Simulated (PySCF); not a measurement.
**LiI−: bond curves at several levels of theory**

What are the lowest state that PBE0 finds, the bond length, vibrational wavenumber and bond energy of LiI−, and how much do these hang on the method?

Computed with PySCF 2.14.0. Level: Li aug-cc-pVDZ, I aug-cc-pVDZ-PP with ECP28, scalar-relativistic core potentials.

2 further runs of the same task are left out: 2 set aside as unsound or not needed.

## 1. Input

A driver script around PySCF takes these settings:

```yaml
atoms: Li, I
charge: -1
basis: Li aug-cc-pVDZ, I aug-cc-pVDZ-PP with ECP28
Hamiltonian: scalar-relativistic core potentials
basis_functions: 55
electrons_treated: 29
masses_in_u: 7.0160, 126.9045
levels: PBE0, PBE, r²SCAN, TPSSh, PBEsol, TPSS, CAM-B3LYP, HF, MP2, SCS-MP2
grid: 80 radial by 434 angular points
occupations: held fixed by the projection of orbital angular momentum
dissociation_limit: Li + I−, each in its ground configuration
starting_distance_in_angstrom: 2.695
values_of_2S_to_try: 1, 3
```

On the command line:

```console
$ OMP_NUM_THREADS=1 python dia.py task.json out
```

After this run come: First curve: PBE0; PBE (GGA); r²SCAN (meta-GGA); TPSSh; PBEsol; TPSS (meta-GGA); CAM-B3LYP; UHF.

Before running it: what results should come out? Wanted: for each run, Re; ωe; De; μ.

The runs gave:

Lowest PBE0 solution found, without spin–orbit coupling: ²Σ⁺ (doublet), unpaired electrons σ ↑.

```tsv
level	Re (Å)	ωe (cm⁻¹)	De (eV)	μ (D)
UHF	2.618	337	1.13	9.34
UHF-MP2	2.591	340	1.25	n/a
UHF-SCS-MP2	2.591	336	1.24	n/a
PBE	2.584	347	1.25	9.13
PBEsol	2.567	352	1.30	9.31
TPSS	2.591	345	1.24	9.17
r²SCAN	2.586	346	1.25	9.17
TPSSh	2.587	347	1.24	9.13
PBE0	2.576	352	1.25	9.09
CAM-B3LYP	2.567	355	1.21	8.91
```

De is counted to Li + I− in their ground configurations. A positive dipole points from Li to I; in an ion it is taken about the centre of mass and does not tell which atom is negative.

What this shows: Bond lengths run from 2.567 Å (CAM-B3LYP) to 2.618 Å (UHF). Of the levels with a De here, UHF gives the least (1.13 eV) and PBEsol the most (1.30 eV).

Correlated steps freeze 4 core orbitals. Spin–orbit coupling is left out. At some levels the lowest empty orbital lies below the highest filled one (the two can be of opposite spin). With some functionals the highest level of the anion is positive, from self-interaction error or because the anion is truly unbound there; the finite basis then holds the extra electron, and no neutral molecule was run to test the binding. With spin–orbit coupling the term label itself may not hold.
